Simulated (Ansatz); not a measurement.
# C₂H₆O₄W: up Jacob's ladder to CCSD(T), part 1 of 2

Aim: compute C₂H₆O₄W with functionals from several rungs and with coupled cluster. Orbital energies and run times are compared, and the correlation energy is taken apart.

Method: functionals in def2-TZVPP, the program's frozen cores in correlated methods; program: Ansatz 0.2.0, Gaussian basis.

Plan: LDA (SPW92), PBE-D4, revPBE-D4, BLYP-D4, r2SCAN-D4, B97M-V, PBE0-D4, B3LYP-D4, r2SCANh-D4, r2SCAN0-D4, HSE06-D4, BHLYP-D4, CAM-B3LYP-D4, LC-ωPBE, ωB97X-V, ωB97M-V, B2PLYP, PBE-QIDH; CCSD(T)/def2-SVP; CCSD(T)/def2-TZVPP; MP2/def2-QZVPP; extrapolation to the limit; RPA on PBE.

## (1) The relaxed structure

An earlier PBE0-D4 in a triple-zeta def2 set relaxation fixed the geometry. W takes the def2 core potential; no spin-orbit term is included.

SMILES `C[O][W](=[O])(=[O])[O]C`, 13 atoms, charge 0, spin multiplicity 1.

Atoms are counted from 1 here; the program's logs count them from 0.

Bond lengths: C1–O2 1.406 Å, C1–H8 1.093 Å, C1–H9 1.093 Å, C1–H10 1.092 Å, O2–W3 1.861 Å, W3–O4 1.710 Å, W3–O5 1.710 Å, W3–O6 1.861 Å, O6–C7 1.406 Å, C7–H11 1.093 Å, C7–H12 1.092 Å, C7–H13 1.093 Å. Angles: O2–C1–H8 110.4°, O2–C1–H9 110.4°, O2–C1–H10 108.4°, H8–C1–H9 109.4°, H8–C1–H10 109.2°, H9–C1–H10 109.2°, C1–O2–W3 141.0°, O2–W3–O4 110.3°, O2–W3–O5 110.3°, O2–W3–O6 109.0°, O4–W3–O5 106.7°, O4–W3–O6 110.3°, O5–W3–O6 110.3°, W3–O6–C7 140.9°, O6–C7–H11 110.4°, O6–C7–H12 108.4°, O6–C7–H13 110.4°, H11–C7–H12 109.2° and more.

## (2) LDA

This LDA is Slater exchange with PW92 correlation.

Contents of in.yaml:

```yaml
crystal:
  periodic: [false, false, false]
  atoms:
    - {symbol: C, position_ang: [0.423635, -2.615532, 1.289088]}
    - {symbol: O, position_ang: [0.220908, -1.508938, 0.445545]}
    - {symbol: W, position_ang: [-0.024626, 0.334770, 0.513468]}
    - {symbol: O, position_ang: [-1.421289, 0.713719, 1.423612]}
    - {symbol: O, position_ang: [1.294915, 1.078872, 1.305693]}
    - {symbol: O, position_ang: [-0.188344, 0.989551, -1.221083]}
    - {symbol: C, position_ang: [-0.389701, 2.193373, -1.919300]}
    - {symbol: H, position_ang: [-0.426742, -2.739474, 1.964627]}
    - {symbol: H, position_ang: [1.337020, -2.485170, 1.875279]}
    - {symbol: H, position_ang: [0.520770, -3.508139, 0.668099]}
    - {symbol: H, position_ang: [-1.341469, 2.646536, -1.630064]}
    - {symbol: H, position_ang: [-0.408435, 1.972027, -2.988161]}
    - {symbol: H, position_ang: [0.423659, 2.893705, -1.712302]}
basis:
  gaussian: {orbitals: def2-TZVPP}
hamiltonian: {xc: lda}
output: {orbitals: {seedname: orbitals}}
```

The run is started by

```bash
> ansatz run in.yaml --threads 2 --pin off --events-out ev --progress --plain --max-ram 22528MiB --backend cuda --devices 0, --max-vram 18GiB
```

Output:

```text
Functional definition: SPW92
  name "SPW92"
  cite "Dirac, Proc. Camb. Phil. Soc. 26, 376 (1930) doi:10.1017/S0305004100016108"
  cite "Slater, Phys. Rev. 81, 385 (1951) doi:10.1103/PhysRev.81.385"
  cite "Perdew & Wang, Phys. Rev. B 45, 13244 (1992) doi:10.1103/PhysRevB.45.13244"
  exchange = slater_x
  correlation = pw_c
1653 factors; their error is unknown
mean field evaluation 1: about -12083.3487 eV, gradient 1.3e2 eV
mean field evaluation 2: about -11763.6526 eV, gradient 3.8e2 eV
mean field evaluation 4: about -12108.1533 eV, gradient 6.3e1 eV
mean field evaluation 8: about -12114.6530 eV, gradient 8.6e-1 eV
mean field evaluation 16: about -12114.6302 eV, gradient 2.3e-3 eV
mean field -12114.63015445 eV, -445.2044465848 hartree, gradient 8.6e-5 eV, S^2 0.000000; 0 other end points of the search recorded, 0 dependent functions left out
reference -12114.63020394 eV, -445.2044484035 hartree; 32, 32 occupied and 294, 294 virtual orbitals, 1653 factors
Total energy: -12114.63020394 eV, -445.2044484035 hartree
```

Wall time 2.3 s (1 × H100 (card shared with other runs) with 2 threads of AMD EPYC 7R13, shared host); peak host memory 0.87 GiB.

HOMO -7.11 eV, LUMO -2.29 eV.

## (3) PBE-D4 (GGA)

in.yaml, as its differences from that of step 2:

```diff
@@ -18,3 +18,3 @@
   gaussian: {orbitals: def2-TZVPP}
-hamiltonian: {xc: lda}
-output: {orbitals: {seedname: orbitals}}
+hamiltonian: {xc: pbe, dispersion: d4}
+output: {forces: true, orbitals: {seedname: orbitals}}
```

Same command.

Output, cut to the lines that bear on the results:

```text
Functional definition: PBE
  name "PBE"
  cite "Perdew, Burke & Ernzerhof, Phys. Rev. Lett. 77, 3865 (1996) doi:10.1103/PhysRevLett.77.3865"
  parent pbe
[...]
1653 factors; their error is unknown
[...]
mean field -12185.59118496 eV, -447.8122163569 hartree, gradient 3.7e-5 eV, S^2 0.000000; 0 other end points of the search recorded, 0 dependent functions left out
[...]
reference -12185.59123887 eV, -447.8122183380 hartree; 32, 32 occupied and 294, 294 virtual orbitals, 1653 factors
Total energy: -12185.88160122 eV, -447.8228889575 hartree
Atom 0 at     0.423635    -2.615532     1.289088 Å, force     0.021696    -0.116073     0.100480 eV/Å
Atom 1 at     0.220908    -1.508938     0.445545 Å, force     0.011493    -0.217769    -0.289478 eV/Å
Atom 2 at    -0.024626     0.334770     0.513468 Å, force     0.030153    -0.435914    -0.660949 eV/Å
Atom 3 at    -1.421289     0.713719     1.423612 Å, force    -0.935506     0.280489     0.649487 eV/Å
Atom 4 at     1.294915     1.078872     1.305693 Å, force     0.880118     0.524431     0.570800 eV/Å
Atom 5 at    -0.188344     0.989551    -1.221083 Å, force     0.013515    -0.180659    -0.313835 eV/Å
Atom 6 at    -0.389701     2.193373    -1.919300 Å, force    -0.022372     0.137162    -0.068644 eV/Å
Atom 7 at    -0.426742    -2.739474     1.964627 Å, force    -0.178132    -0.048063     0.159403 eV/Å
Atom 8 at     1.337020    -2.485170     1.875279 Å, force     0.199219     0.006679     0.140140 eV/Å
Atom 9 at     0.520770    -3.508139     0.668099 Å, force     0.024424    -0.212402    -0.121353 eV/Å
Atom 10 at    -1.341469     2.646536    -1.630064 Å, force    -0.207389     0.118769     0.047895 eV/Å
Atom 11 at    -0.408435     1.972027    -2.988161 Å, force    -0.007437    -0.028473    -0.244074 eV/Å
Atom 12 at     0.423659     2.893705    -1.712302 Å, force     0.170216     0.171823     0.030130 eV/Å
Dipole moment:     0.025792    -0.343315    -0.520883 e Å
```

It took 2.9 s on 1 × H100 (card shared with other runs) with 2 threads of AMD EPYC 7R13, shared host; peak host memory 0.88 GiB.

HOMO -6.89 eV, LUMO -2.03 eV.

## (4) revPBE-D4 (GGA)

in.yaml, as its differences from that of step 3:

```diff
@@ -18,3 +18,3 @@
   gaussian: {orbitals: def2-TZVPP}
-hamiltonian: {xc: pbe, dispersion: d4}
-output: {forces: true, orbitals: {seedname: orbitals}}
+hamiltonian: {xc: {name: revPBE}, dispersion: d4}
+output: {orbitals: {seedname: orbitals}}
```

Same command.

Output:

```text
Functional definition: revPBE
  name "revPBE"
  cite "Zhang & Yang, Phys. Rev. Lett. 80, 890 (1998) doi:10.1103/PhysRevLett.80.890"
  cite "Perdew, Burke & Ernzerhof, Phys. Rev. Lett. 77, 3865 (1996) doi:10.1103/PhysRevLett.77.3865"
  parameter kappa = 1.245
  parameter beta = 0.06672455060314922
  exchange = pbe_x(kappa = kappa, mu = beta*pi^2/3)
  correlation = pbe_c(beta = beta)
1653 factors; their error is unknown
mean field evaluation 1: about -12164.8909 eV, gradient 1.3e2 eV
mean field evaluation 2: about -11841.7199 eV, gradient 3.8e2 eV
mean field evaluation 4: about -12188.6270 eV, gradient 5.9e1 eV
mean field evaluation 8: about -12194.5384 eV, gradient 8.1e-1 eV
mean field evaluation 16: about -12194.5128 eV, gradient 2.7e-3 eV
mean field -12194.51282513 eV, -448.1400805857 hartree, gradient 6.1e-5 eV, S^2 0.000000; 0 other end points of the search recorded, 0 dependent functions left out
reference -12194.51289310 eV, -448.1400830838 hartree; 32, 32 occupied and 294, 294 virtual orbitals, 1653 factors
Total energy: -12195.32638583 eV, -448.1699783900 hartree
```

Run time: 1.9 s. Hardware: 1 × H100 (card shared with other runs) with 2 threads of AMD EPYC 7R13, shared host; peak host memory 0.88 GiB.

HOMO -6.80 eV, LUMO -1.93 eV.

## (5) BLYP-D4 (GGA)

in.yaml, as its differences from that of step 4:

```diff
@@ -18,3 +18,3 @@
   gaussian: {orbitals: def2-TZVPP}
-hamiltonian: {xc: {name: revPBE}, dispersion: d4}
+hamiltonian: {xc: {name: BLYP}, dispersion: d4}
 output: {orbitals: {seedname: orbitals}}
```

The command is unchanged.

Output:

```text
Functional definition: BLYP
  name "BLYP"
  cite "Becke, Phys. Rev. A 38, 3098 (1988) doi:10.1103/PhysRevA.38.3098"
  cite "Lee, Yang & Parr, Phys. Rev. B 37, 785 (1988) doi:10.1103/PhysRevB.37.785"
  parameter beta = 0.0042
  parameter a = 0.04918
  parameter b = 0.132
  parameter c = 0.2533
  parameter d = 0.349
  exchange = b88_x(beta = beta)
  correlation = lyp_c(a = a, b = b, c = c, d = d)
1653 factors; their error is unknown
mean field evaluation 1: about -12158.5475 eV, gradient 1.4e2 eV
mean field evaluation 2: about -11804.2214 eV, gradient 3.9e2 eV
mean field evaluation 4: about -12185.5912 eV, gradient 6.9e1 eV
mean field evaluation 8: about -12193.5033 eV, gradient 1.0e0 eV
mean field evaluation 16: about -12193.4767 eV, gradient 1.1e-2 eV
mean field -12193.47674713 eV, -448.1020054215 hartree, gradient 7.8e-5 eV, S^2 0.000000; 0 other end points of the search recorded, 0 dependent functions left out
reference -12193.47719929 eV, -448.1020220384 hartree; 32, 32 occupied and 294, 294 virtual orbitals, 1653 factors
Total energy: -12194.09647550 eV, -448.1247800193 hartree
```

Wall time 1.9 s (1 × H100 (card shared with other runs) with 2 threads of AMD EPYC 7R13, shared host); peak host memory 0.87 GiB.

HOMO -6.77 eV, LUMO -1.95 eV.

## (6) r2SCAN-D4 (meta-GGA)

in.yaml, as its differences from that of step 5:

```diff
@@ -18,3 +18,3 @@
   gaussian: {orbitals: def2-TZVPP}
-hamiltonian: {xc: {name: BLYP}, dispersion: d4}
-output: {orbitals: {seedname: orbitals}}
+hamiltonian: {xc: r2scan, dispersion: d4}
+output: {forces: true, orbitals: {seedname: orbitals}}
```

Launched as before.

Output, cut to the lines that bear on the results:

```text
Functional definition: r2SCAN
  name "r2SCAN"
  cite "Furness, Kaplan, Ning, Perdew & Sun, J. Phys. Chem. Lett. 11, 8208 (2020) doi:10.1021/acs.jpclett.0c02405"
  cite "Furness, Kaplan, Ning, Perdew & Sun, J. Phys. Chem. Lett. 11, 9248 (2020) doi:10.1021/acs.jpclett.0c03077"
  parent r2scan
[...]
1653 factors; their error is unknown
[...]
mean field -12191.49517110 eV, -448.0291838457 hartree, gradient 3.2e-5 eV, S^2 0.000000; 0 other end points of the search recorded, 0 dependent functions left out
[...]
reference -12191.49518680 eV, -448.0291844227 hartree; 32, 32 occupied and 294, 294 virtual orbitals, 1653 factors
Total energy: -12191.56964729 eV, -448.0319207952 hartree
Atom 0 at     0.423635    -2.615532     1.289088 Å, force     0.043783    -0.238854     0.188158 eV/Å
Atom 1 at     0.220908    -1.508938     0.445545 Å, force    -0.010160    -0.014968    -0.197312 eV/Å
[...]
Atom 3 at    -1.421289     0.713719     1.423612 Å, force    -0.449021     0.133128     0.309071 eV/Å
Atom 4 at     1.294915     1.078872     1.305693 Å, force     0.422985     0.249923     0.271690 eV/Å
Atom 5 at    -0.188344     0.989551    -1.221083 Å, force     0.021676    -0.175044    -0.090200 eV/Å
Atom 6 at    -0.389701     2.193373    -1.919300 Å, force    -0.043955     0.265313    -0.148405 eV/Å
Atom 7 at    -0.426742    -2.739474     1.964627 Å, force     0.007042     0.001809    -0.007105 eV/Å
Atom 8 at     1.337020    -2.485170     1.875279 Å, force    -0.007781     0.000077    -0.006418 eV/Å
Atom 9 at     0.520770    -3.508139     0.668099 Å, force    -0.001105     0.010908     0.008481 eV/Å
Atom 10 at    -1.341469     2.646536    -1.630064 Å, force     0.008139    -0.005579    -0.002005 eV/Å
Atom 11 at    -0.408435     1.972027    -2.988161 Å, force     0.000040     0.003522     0.013406 eV/Å
Atom 12 at     0.423659     2.893705    -1.712302 Å, force    -0.006721    -0.007494    -0.001529 eV/Å
Dipole moment:     0.026568    -0.354056    -0.537175 e Å
```

It took 3.4 s on 1 × H100 (card shared with other runs) with 2 threads of AMD EPYC 7R13, shared host; peak host memory 0.91 GiB.

HOMO -7.24 eV, LUMO -1.93 eV.

## (7) B97M-V (meta-GGA)

in.yaml, as its differences from that of step 6:

```diff
@@ -18,3 +18,3 @@
   gaussian: {orbitals: def2-TZVPP}
-hamiltonian: {xc: r2scan, dispersion: d4}
-output: {forces: true, orbitals: {seedname: orbitals}}
+hamiltonian: {xc: {name: B97M-V}}
+output: {orbitals: {seedname: orbitals}}
```

The command is unchanged.

Output, cut to the lines that bear on the results:

```text
Functional definition: B97M-V
  name "B97M-V"
  cite "Mardirossian & Head-Gordon, J. Chem. Phys. 142, 074111 (2015) doi:10.1063/1.4907719"
  cite "Becke, J. Chem. Phys. 107, 8554 (1997) doi:10.1063/1.475007"
  cite "Vydrov & Van Voorhis, J. Chem. Phys. 133, 244103 (2010) doi:10.1063/1.3521275"
  # Of w^i u^j: cxij and so on, Table III.
[...]
  gx(w, u) = cx00 + cx01*u + cx02*u^2 + (cx10 + cx11*u)*w
  gss(w, u) = css00 + css02*u^2 + css10*w + (css32*w^3 + css42*w^4)*u^2
  gos(w, u) = cos00 + cos01*u + cos03*u^3 + cos10*w + cos32*w^3*u^2
[...]
      + integral(e_c_pw_mod_opposite_spin*gos(b97_w_opposite, b97_u_opposite)) + vv10(b, c)
1653 factors; their error is unknown
[...]
mean field -12193.02603857 eV, -448.0854421875 hartree, gradient 2.4e-5 eV, S^2 0.000000; 0 other end points of the search recorded, 0 dependent functions left out
reference -12193.02611511 eV, -448.0854450005 hartree; 32, 32 occupied and 294, 294 virtual orbitals, 1653 factors
Total energy: -12193.02611511 eV, -448.0854450005 hartree
```

Wall time 4 s (1 × H100 (card shared with other runs) with 2 threads of AMD EPYC 7R13, shared host); peak host memory 0.98 GiB.

HOMO -7.32 eV, LUMO -1.92 eV.

## (8) PBE0-D4 (hybrid)

in.yaml, as its differences from that of step 7:

```diff
@@ -18,3 +18,3 @@
   gaussian: {orbitals: def2-TZVPP}
-hamiltonian: {xc: {name: B97M-V}}
+hamiltonian: {xc: pbe0, dispersion: d4}
 output: {orbitals: {seedname: orbitals}}
```

Its log isn't repeated here (it stands with the study of this molecule's fields); it ends on a total energy of -12183.829240 eV.

HOMO -8.48 eV, LUMO -1.26 eV.

## (9) B3LYP-D4 (hybrid)

B3LYP here takes the VWN-RPA correlation.

in.yaml, as its differences from that of step 8:

```diff
@@ -18,3 +18,3 @@
   gaussian: {orbitals: def2-TZVPP}
-hamiltonian: {xc: pbe0, dispersion: d4}
-output: {orbitals: {seedname: orbitals}}
+hamiltonian: {xc: {name: B3LYP}, dispersion: d4}
+output: {forces: true, orbitals: {seedname: orbitals}}
```

The command is unchanged.

Output:

```text
Functional definition: B3LYP
  name "B3LYP"
  cite "Stephens, Devlin, Chabalowski & Frisch, J. Phys. Chem. 98, 11623 (1994) doi:10.1021/j100096a001"
  cite "Becke, Phys. Rev. A 38, 3098 (1988) doi:10.1103/PhysRevA.38.3098"
  cite "Lee, Yang & Parr, Phys. Rev. B 37, 785 (1988) doi:10.1103/PhysRevB.37.785"
  cite "Vosko, Wilk & Nusair, Can. J. Phys. 58, 1200 (1980) doi:10.1139/p80-159"
  parameter a0 = 0.2
  parameter ax = 0.72
  parameter ac = 0.81
  exchange = (1 - a0 - ax)*slater_x + ax*b88_x + a0*exact_x
  correlation = (1 - ac)*vwn_rpa_c + ac*lyp_c
1698 factors; their error is unknown
mean field evaluation 1: about -12169.3891 eV, gradient 1.3e2 eV
mean field evaluation 2: about -11967.9133 eV, gradient 3.4e2 eV
mean field evaluation 4: about -12192.8415 eV, gradient 4.5e1 eV
mean field evaluation 8: about -12196.1686 eV, gradient 1.8e-1 eV
mean field evaluation 16: about -12196.1777 eV, gradient 2.8e-4 eV
mean field -12196.17770491 eV, -448.2012637891 hartree, gradient 4.0e-5 eV, S^2 0.000000; 0 other end points of the search recorded, 0 dependent functions left out
the calculation of the forces begins
reference -12196.17803476 eV, -448.2012759110 hartree; 32, 32 occupied and 294, 294 virtual orbitals, 1698 factors
Total energy: -12196.64331961 eV, -448.2183748139 hartree
Atom 0 at     0.423635    -2.615532     1.289088 Å, force     0.056245    -0.326000     0.194584 eV/Å
Atom 1 at     0.220908    -1.508938     0.445545 Å, force    -0.002542    -0.058641    -0.170427 eV/Å
Atom 2 at    -0.024626     0.334770     0.513468 Å, force     0.008986    -0.136770    -0.207362 eV/Å
Atom 3 at    -1.421289     0.713719     1.423612 Å, force    -0.456284     0.113684     0.281655 eV/Å
Atom 4 at     1.294915     1.078872     1.305693 Å, force     0.432678     0.232705     0.243524 eV/Å
Atom 5 at    -0.188344     0.989551    -1.221083 Å, force     0.014467    -0.133381    -0.120275 eV/Å
Atom 6 at    -0.389701     2.193373    -1.919300 Å, force    -0.052974     0.305098    -0.226668 eV/Å
Atom 7 at    -0.426742    -2.739474     1.964627 Å, force     0.047296     0.001938    -0.031464 eV/Å
Atom 8 at     1.337020    -2.485170     1.875279 Å, force    -0.048824    -0.011577    -0.026793 eV/Å
Atom 9 at     0.520770    -3.508139     0.668099 Å, force    -0.002847     0.035624     0.044498 eV/Å
Atom 10 at    -1.341469     2.646536    -1.630064 Å, force     0.050776    -0.018161    -0.017952 eV/Å
Atom 11 at    -0.408435     1.972027    -2.988161 Å, force    -0.001520     0.026897     0.050318 eV/Å
Atom 12 at     0.423659     2.893705    -1.712302 Å, force    -0.045458    -0.031416    -0.013638 eV/Å
Dipole moment:     0.026755    -0.356286    -0.540559 e Å
```

Run time: 3.4 s. Hardware: 1 × H100 (card shared with other runs) with 2 threads of AMD EPYC 7R13, shared host; peak host memory 0.92 GiB.

HOMO -8.22 eV, LUMO -1.51 eV.

## (10) r2SCANh-D4 (hybrid)

in.yaml, as its differences from that of step 9:

```diff
@@ -18,3 +18,3 @@
   gaussian: {orbitals: def2-TZVPP}
-hamiltonian: {xc: {name: B3LYP}, dispersion: d4}
-output: {forces: true, orbitals: {seedname: orbitals}}
+hamiltonian: {xc: {name: r2SCANh}, dispersion: d4}
+output: {orbitals: {seedname: orbitals}}
```

Launched as before.

Output, cut to the lines that bear on the results:

```text
Functional definition: r2SCANh
  name "r2SCANh"
  cite "Bursch, Neugebauer, Ehlert & Grimme, J. Chem. Phys. 156, 134105 (2022) doi:10.1063/5.0086040"
  cite "Furness, Kaplan, Ning, Perdew & Sun, J. Phys. Chem. Lett. 11, 8208 (2020) doi:10.1021/acs.jpclett.0c02405"
  cite "Furness, Kaplan, Ning, Perdew & Sun, J. Phys. Chem. Lett. 11, 9248 (2020) doi:10.1021/acs.jpclett.0c03077"
  parent r2scan
[...]
1653 factors; their error is unknown
[...]
mean field -12189.92614087 eV, -447.9715230483 hartree, gradient 9.8e-6 eV, S^2 0.000000; 0 other end points of the search recorded, 0 dependent functions left out
reference -12189.92615526 eV, -447.9715235771 hartree; 32, 32 occupied and 294, 294 virtual orbitals, 1653 factors
Total energy: -12190.00579210 eV, -447.9744501771 hartree
```

It took 3.4 s on 1 × H100 (card shared with other runs) with 2 threads of AMD EPYC 7R13, shared host; peak host memory 0.9 GiB.

HOMO -7.84 eV, LUMO -1.64 eV.

## (11) r2SCAN0-D4 (hybrid)

in.yaml, as its differences from that of step 10:

```diff
@@ -18,3 +18,3 @@
   gaussian: {orbitals: def2-TZVPP}
-hamiltonian: {xc: {name: r2SCANh}, dispersion: d4}
+hamiltonian: {xc: {name: r2SCAN0}, dispersion: d4}
 output: {orbitals: {seedname: orbitals}}
```

Same command.

Output, cut to the lines that bear on the results:

```text
Functional definition: r2SCAN0
  name "r2SCAN0"
  cite "Bursch, Neugebauer, Ehlert & Grimme, J. Chem. Phys. 156, 134105 (2022) doi:10.1063/5.0086040"
  cite "Furness, Kaplan, Ning, Perdew & Sun, J. Phys. Chem. Lett. 11, 8208 (2020) doi:10.1021/acs.jpclett.0c02405"
  cite "Furness, Kaplan, Ning, Perdew & Sun, J. Phys. Chem. Lett. 11, 9248 (2020) doi:10.1021/acs.jpclett.0c03077"
  parent r2scan
[...]
1718 factors; their error is unknown
[...]
mean field -12187.64695890 eV, -447.8877646558 hartree, gradient 3.7e-5 eV, S^2 0.000000; 0 other end points of the search recorded, 0 dependent functions left out
reference -12187.64697134 eV, -447.8877651128 hartree; 32, 32 occupied and 294, 294 virtual orbitals, 1718 factors
Total energy: -12187.73491614 eV, -447.8909970248 hartree
```

Wall time 3.4 s (1 × H100 (card shared with other runs) with 2 threads of AMD EPYC 7R13, shared host); peak host memory 0.91 GiB.

HOMO -8.74 eV, LUMO -1.20 eV.

## (12) HSE06-D4 (hybrid)

HSE06 is the plane-wave form, built on full-range PBE exchange.

in.yaml, as its differences from that of step 11:

```diff
@@ -18,3 +18,3 @@
   gaussian: {orbitals: def2-TZVPP}
-hamiltonian: {xc: {name: r2SCAN0}, dispersion: d4}
+hamiltonian: {xc: hse06, dispersion: d4}
 output: {orbitals: {seedname: orbitals}}
```

Same command.

Output, cut to the lines that bear on the results:

```text
Functional definition: HSE06
  name "HSE06"
  cite "Heyd, Scuseria & Ernzerhof, J. Chem. Phys. 118, 8207 (2003) doi:10.1063/1.1564060"
  cite "Krukau, Vydrov, Izmaylov & Scuseria, J. Chem. Phys. 125, 224106 (2006) doi:10.1063/1.2404663"
  cite "Heyd & Scuseria, J. Chem. Phys. 120, 7274 (2004) doi:10.1063/1.1668634"
  cite "Ernzerhof & Perdew, J. Chem. Phys. 109, 3313 (1998) doi:10.1063/1.476928"
  cite "Perdew, Burke & Ernzerhof, Phys. Rev. Lett. 77, 3865 (1996) doi:10.1103/PhysRevLett.77.3865"
  parent pbe
[...]
  # The whole range is PBE's own exchange, as in plane waves. The composition of these papers is wPBEh.
[...]
1718 factors; their error is unknown
143 factors; integrals over basis functions are off by at most 3.4e-7 eV
[...]
mean field -12183.08879684 eV, -447.7202552899 hartree, gradient 2.5e-5 eV, S^2 0.000000; 0 other end points of the search recorded, 0 dependent functions left out
reference -12183.08884891 eV, -447.7202572033 hartree; 32, 32 occupied and 294, 294 virtual orbitals, 1718 factors
Total energy: -12183.32237249 eV, -447.7288390366 hartree
```

It took 4.5 s on 1 × H100 (card shared with other runs) with 2 threads of AMD EPYC 7R13, shared host; peak host memory 0.9 GiB.

HOMO -8.07 eV, LUMO -1.64 eV.

## (13) BHLYP-D4 (hybrid)

in.yaml, as its differences from that of step 12:

```diff
@@ -18,3 +18,3 @@
   gaussian: {orbitals: def2-TZVPP}
-hamiltonian: {xc: hse06, dispersion: d4}
+hamiltonian: {xc: {name: BHLYP}, dispersion: d4}
 output: {orbitals: {seedname: orbitals}}
```

The command is unchanged.

Output:

```text
Functional definition: BHLYP
  name "BHLYP"
  cite "Becke, J. Chem. Phys. 98, 1372 (1993) doi:10.1063/1.464304"
  cite "Becke, Phys. Rev. A 38, 3098 (1988) doi:10.1103/PhysRevA.38.3098"
  cite "Lee, Yang & Parr, Phys. Rev. B 37, 785 (1988) doi:10.1103/PhysRevB.37.785"
  parameter a = 0.5
  exchange = (1 - a)*b88_x + a*exact_x
  correlation = lyp_c
1978 factors; their error is unknown
mean field evaluation 1: about -12166.4712 eV, gradient 1.1e2 eV
mean field evaluation 2: about -12076.9669 eV, gradient 2.5e2 eV
mean field evaluation 4: about -12184.9757 eV, gradient 1.9e1 eV
mean field evaluation 8: about -12185.6071 eV, gradient 5.4e-1 eV
mean field evaluation 16: about -12185.6074 eV, gradient 6.8e-5 eV
mean field -12185.60743166 eV, -447.8128134122 hartree, gradient 6.8e-5 eV, S^2 0.000000; 0 other end points of the search recorded, 0 dependent functions left out
reference -12185.60765082 eV, -447.8128214662 hartree; 32, 32 occupied and 294, 294 virtual orbitals, 1978 factors
Total energy: -12185.98590159 eV, -447.8267219255 hartree
```

Wall time 3.7 s (1 × H100 (card shared with other runs) with 2 threads of AMD EPYC 7R13, shared host); peak host memory 0.88 GiB.

HOMO -10.00 eV, LUMO -0.37 eV.

(Continued in part 2 of 2.)
